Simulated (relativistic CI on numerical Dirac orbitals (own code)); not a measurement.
# Mo²²⁺: E1 transition arrays

Aim: all E1 lines from the first configuration of Mo²²⁺, summed into arrays with their mean energies and widths.

Method: Dirac-Coulomb-Breit CI, KLI orbitals optimised for each configuration, model QED (radiative potential, 1s self-energy scaled to tabulated hydrogen-like ionisation energies), valence Slater integrals scaled by 0.9, whole transition arrays. Code: relativistic CI on numerical Dirac orbitals (own code) version 3.

## (1) Starting point

| Item | Value |
| --- | --- |
| ion | Mo²²⁺ (Mo XXIII) |
| nuclear charge | 42 |
| electrons | 20 |
| isotope | A = 98 |
| configurations | [Ar] 3d2; [Ar] 3d 4f; [Ne] 3s2 3p5 3d3; [Ar] 3d 4p; [Ar] 3d 5f |

The outer shells:

[Ar] 3d2
```
[Ar] core
3d [↑ ][↑ ][  ][  ][  ]
```

## (2) Main run

The run's settings:

```ini
atom Mo  Z=42  charge=22  electrons=20
nucleus A=98  rms_radius_fm=4.4091
hamiltonian dirac-coulomb  breit=on  qed=on  c_scale=1
orbitals kli  potential=per-configuration
slater_scale 0.9
correlation none
mixing on
configurations
  [Ar] 3d2
  [Ar] 3d 4f
  [Ne] 3s2 3p5 3d3
  [Ar] 3d 4p
  [Ar] 3d 5f
end
arrays E1 from the first configuration
```

From the run's result record (rounded, not every field):

```text
status: converged
arrays [upper, lines, gf_sum, mean_eV, sigma_eV, strongest_nm]:
  - ["3p6 3d 4f", 81, 75, 546.75, 4.059, 2.265]
  - ["3p5 3d3", 466, 69.25, 168.875, 12.27, 7.048]
  - ["3p6 3d 4p", 60, 3.138, 443.491, 3.898, 2.798]
  - ["3p6 3d 5f", 81, 20.13, 715.373, 4.259, 1.737]
bins [nm, gf per state]:
  - [1.7, 0.4473]
  - [1.9, 0]
  - [2.1, 0]
  - [2.3, 1.667]
  - [2.5, 0]
  - [2.7, 0.04717]
  - [2.9, 0.02258]
  - [3.1, 0]
  - [3.3, 0]
  - [3.5, 0]
  - [3.7, 0]
  - [3.9, 0]
  - [4.1, 0]
  - [4.3, 0]
  - [4.5, 0]
  - [4.7, 0]
  - [4.9, 0]
  - [5.1, 0]
  - [5.3, 0]
  - [5.5, 0]
  - [5.7, 0]
  - [5.9, 0]
  - [6.1, 0]
  - [6.3, 0.001038]
  - [6.5, 0.004134]
  - [6.7, 0.07555]
  - [6.9, 0.3036]
  - [7.1, 0.4111]
  - [7.3, 0.2071]
  - [7.5, 0.1004]
  - [7.7, 0.1517]
  - [7.9, 0.08132]
  - [8.1, 0.0387]
  - [8.3, 0.05186]
  - [8.5, 0.013]
bin_width [nm]: 0.2
all_arrays: [688, 167.51, 408.866, 209.058, 2.26486]
strongest [nm, gf, J2_lower, J2_upper, upper]:
  - [2.2649, 12.05, 8, 10, "3p6 3d 4f"]
  - [2.2569, 10.48, 8, 10, "3p6 3d 4f"]
  - [2.2488, 6.57, 6, 8, "3p6 3d 4f"]
  - [7.0484, 6.206, 8, 8, "3p5 3d3"]
  - [2.2467, 5.181, 4, 6, "3p6 3d 4f"]
  - [2.2805, 4.762, 4, 6, "3p6 3d 4f"]
  - [7.1093, 4.72, 8, 8, "3p5 3d3"]
  - [6.9225, 4.285, 8, 6, "3p5 3d3"]
  - [6.8956, 3.623, 8, 6, "3p5 3d3"]
  - [2.2686, 3.549, 4, 6, "3p6 3d 4f"]
  - [1.737, 3.409, 8, 10, "3p6 3d 5f"]
  - [1.7257, 2.572, 8, 10, "3p6 3d 5f"]
configurations [conf, odd, states]:
  - ["3p6 3d2", 0, 45]
  - ["3p6 3d 4f", 1, 140]
  - ["3p5 3d3", 1, 720]
  - ["3p6 3d 4p", 1, 60]
  - ["3p6 3d 5f", 1, 140]
```

It took 0.23 s on 1 thread, shared host.

## (3) Without configuration mixing

Settings: those of step 2 with these lines changed.

```diff
@@ -6,3 +6,3 @@
 correlation none
-mixing on
+mixing off
 configurations
```

From the record:

```text
status: converged
arrays [upper, lines, gf_sum, mean_eV, sigma_eV, strongest_nm]:
  - ["3p6 3d 4f", 81, 70.33, 546.502, 3.99, 2.265]
  - ["3p5 3d3", 466, 71.29, 168.93, 12.21, 7.038]
  - ["3p6 3d 4p", 60, 3.469, 443.543, 3.78, 2.799]
  - ["3p6 3d 5f", 81, 17.1, 715.255, 4.243, 1.738]
bins [nm, gf per state]:
  - [1.7, 0.38]
  - [1.9, 0]
  - [2.1, 0]
  - [2.3, 1.563]
  - [2.5, 0]
  - [2.7, 0.05334]
  - [2.9, 0.02375]
  - [3.1, 0]
  - [3.3, 0]
  - [3.5, 0]
  - [3.7, 0]
  - [3.9, 0]
  - [4.1, 0]
  - [4.3, 0]
  - [4.5, 0]
  - [4.7, 0]
  - [4.9, 0]
  - [5.1, 0]
  - [5.3, 0]
  - [5.5, 0]
  - [5.7, 0]
  - [5.9, 0]
  - [6.1, 0]
  - [6.3, 0.001014]
  - [6.5, 0.00385]
  - [6.7, 0.07225]
  - [6.9, 0.3034]
  - [7.1, 0.4247]
  - "... 7 more rows left out ..."
bin_width [nm]: 0.2
all_arrays: [688, 162.184, 396.132, 208.218, 2.26517]
strongest [nm, gf, J2_lower, J2_upper, upper]:
  - [2.2652, 11.84, 8, 10, "3p6 3d 4f"]
  - [2.2586, 9.806, 8, 10, "3p6 3d 4f"]
  - [7.0385, 6.325, 8, 8, "3p5 3d3"]
  - [2.2504, 6.133, 6, 8, "3p6 3d 4f"]
  - [2.2483, 4.873, 4, 6, "3p6 3d 4f"]
  - [7.0971, 4.85, 8, 8, "3p5 3d3"]
  - [2.2818, 4.427, 4, 6, "3p6 3d 4f"]
  - [6.9185, 4.248, 8, 6, "3p5 3d3"]
  - [6.891, 3.503, 8, 6, "3p5 3d3"]
  - [2.27, 3.297, 4, 6, "3p6 3d 4f"]
  - [1.7377, 2.744, 8, 10, "3p6 3d 5f"]
  - [6.8019, 2.438, 6, 4, "3p5 3d3"]
configurations [conf, odd, states]:
  - ["3p6 3d2", 0, 45]
  - ["3p6 3d 4f", 1, 140]
  - ["3p5 3d3", 1, 720]
  - ["3p6 3d 4p", 1, 60]
  - ["3p6 3d 5f", 1, 140]
```

Run time: 0.23 s. Hardware: 1 thread, shared host.

## (4) Slater integrals scaled by 1

Settings: those of step 3 with these lines changed.

```diff
@@ -4,5 +4,5 @@
 orbitals kli  potential=per-configuration
-slater_scale 0.9
+slater_scale 1
 correlation none
-mixing off
+mixing on
 configurations
```

From the record:

```text
status: converged
arrays [upper, lines, gf_sum, mean_eV, sigma_eV, strongest_nm]:
  - ["3p6 3d 4f", 81, 75.69, 547.074, 4.409, 2.263]
  - ["3p5 3d3", 466, 70.19, 171.863, 13.01, 6.918]
  - ["3p6 3d 4p", 60, 3.101, 443.508, 4.251, 2.8]
  - ["3p6 3d 5f", 81, 20.35, 715.495, 4.627, 1.737]
bins [nm, gf per state]:
  - [1.7, 0.4521]
  - [1.9, 0]
  - [2.1, 0]
  - [2.3, 1.682]
  - [2.5, 0]
  - [2.7, 0.04555]
  - [2.9, 0.02335]
  - [3.1, 0]
  - [3.3, 0]
  - [3.5, 0]
  - [3.7, 0]
  - [3.9, 0]
  - [4.1, 0]
  - [4.3, 0]
  - [4.5, 0]
  - [4.7, 0]
  - [4.9, 0]
  - [5.1, 0]
  - [5.3, 0]
  - [5.5, 0]
  - [5.7, 0]
  - [5.9, 0]
  - [6.1, 0.00105]
  - [6.3, 0.0004007]
  - [6.5, 0.007469]
  - [6.7, 0.3617]
  - [6.9, 0.3941]
  - [7.1, 0.2121]
  - "... 6 more rows left out ..."
bin_width [nm]: 0.2
all_arrays: [688, 169.329, 409.872, 207.901, 2.26306]
strongest [nm, gf, J2_lower, J2_upper, upper]:
  - [2.2631, 12.2, 8, 10, "3p6 3d 4f"]
  - [2.2544, 10.68, 8, 10, "3p6 3d 4f"]
  - [2.2463, 6.83, 6, 8, "3p6 3d 4f"]
  - [6.9178, 6.453, 8, 8, "3p5 3d3"]
  - [2.244, 5.288, 4, 6, "3p6 3d 4f"]
  - [6.9958, 4.882, 8, 8, "3p5 3d3"]
  - [2.2799, 4.732, 4, 6, "3p6 3d 4f"]
  - [6.7888, 4.475, 8, 6, "3p5 3d3"]
  - [6.7566, 3.891, 8, 6, "3p5 3d3"]
  - [2.2682, 3.629, 4, 6, "3p6 3d 4f"]
  - [1.7373, 3.46, 8, 10, "3p6 3d 5f"]
  - [6.6684, 2.644, 6, 4, "3p5 3d3"]
configurations [conf, odd, states]:
  - ["3p6 3d2", 0, 45]
  - ["3p6 3d 4f", 1, 140]
  - ["3p5 3d3", 1, 720]
  - ["3p6 3d 4p", 1, 60]
  - ["3p6 3d 5f", 1, 140]
```

Run time: 0.23 s. Hardware: 1 thread, shared host.

## (5) Slater integrals scaled by 0.8

Settings: those of step 4 with these lines changed.

```diff
@@ -4,3 +4,3 @@
 orbitals kli  potential=per-configuration
-slater_scale 1
+slater_scale 0.8
 correlation none
```

From the record:

```text
status: converged
arrays [upper, lines, gf_sum, mean_eV, sigma_eV, strongest_nm]:
  - ["3p6 3d 4f", 81, 74.31, 546.435, 3.72, 2.267]
  - ["3p5 3d3", 466, 68.29, 165.895, 11.57, 7.183]
  - ["3p6 3d 4p", 60, 3.176, 443.472, 3.558, 2.796]
  - ["3p6 3d 5f", 81, 19.92, 715.254, 3.902, 1.737]
bins [nm, gf per state]:
  - [1.7, 0.4426]
  - [1.9, 0]
  - [2.1, 0]
  - [2.3, 1.651]
  - [2.5, 0]
  - [2.7, 0.04802]
  - [2.9, 0.02256]
  - [3.1, 0]
  - [3.3, 0]
  - [3.5, 0]
  - [3.7, 0]
  - [3.9, 0]
  - [4.1, 0]
  - [4.3, 0]
  - [4.5, 0]
  - [4.7, 0]
  - [4.9, 0]
  - [5.1, 0]
  - [5.3, 0]
  - [5.5, 0]
  - [5.7, 0]
  - [5.9, 0]
  - [6.1, 0]
  - [6.3, 0]
  - [6.5, 0.001001]
  - [6.7, 0.003249]
  - [6.9, 0.162]
  - [7.1, 0.4319]
  - "... 8 more rows left out ..."
bin_width [nm]: 0.2
all_arrays: [688, 165.691, 407.913, 210.21, 2.26666]
strongest [nm, gf, J2_lower, J2_upper, upper]:
  - [2.2667, 11.87, 8, 10, "3p6 3d 4f"]
  - [2.2594, 10.24, 8, 10, "3p6 3d 4f"]
  - [2.2513, 6.277, 6, 8, "3p6 3d 4f"]
  - [7.1826, 5.921, 8, 8, "3p5 3d3"]
  - [2.2494, 5.067, 4, 6, "3p6 3d 4f"]
  - [2.2811, 4.792, 4, 6, "3p6 3d 4f"]
  - [7.2244, 4.539, 8, 8, "3p5 3d3"]
  - [7.0596, 4.069, 8, 6, "3p5 3d3"]
  - [2.2688, 3.449, 4, 6, "3p6 3d 4f"]
  - [1.7368, 3.354, 8, 10, "3p6 3d 5f"]
  - [7.0369, 3.259, 8, 6, "3p5 3d3"]
  - [1.7268, 2.498, 8, 10, "3p6 3d 5f"]
configurations [conf, odd, states]:
  - ["3p6 3d2", 0, 45]
  - ["3p6 3d 4f", 1, 140]
  - ["3p5 3d3", 1, 720]
  - ["3p6 3d 4p", 1, 60]
  - ["3p6 3d 5f", 1, 140]
```

Wall time 0.23 s (1 thread, shared host).

## (6) The runs side by side

The array to 3p6 3d 4f, the strongest of the main run, in each run:

| run | time | mean (eV) | width (eV) | gf sum | strongest line (nm) | strongest array of the run |
| --- | --- | --- | --- | --- | --- | --- |
| main run | 0.23 s | 546.75 | 4.06 | 75.00 | 2.265 | 3p6 3d 4f |
| without configuration mixing | 0.23 s | 546.50 | 3.99 | 70.33 | 2.265 | 3p5 3d3 |
| Slater integrals scaled by 1 | 0.23 s | 547.07 | 4.41 | 75.69 | 2.263 | 3p6 3d 4f |
| Slater integrals scaled by 0.8 | 0.23 s | 546.43 | 3.72 | 74.31 | 2.267 | 3p6 3d 4f |

## (7) Summary of results

| quantity | value |
| --- | --- |
| strongest array, main run | to 3p6 3d 4f, 81 lines |
| its mean and width | 546.8 ± 4.1 eV (2.27 nm) |
| its share of all gf | 45 % |
| lines in all | 688 |

In words: The array to 3p6 3d 4f carries 45 % of the oscillator strength, around 2.27 nm. Configuration mixing moves its mean by +0.25 eV and changes its gf sum by +7 %. In the run «without configuration mixing» the array to 3p5 3d3 leads instead. All levels of the first configuration count with their statistical weight; no plasma population is modelled.
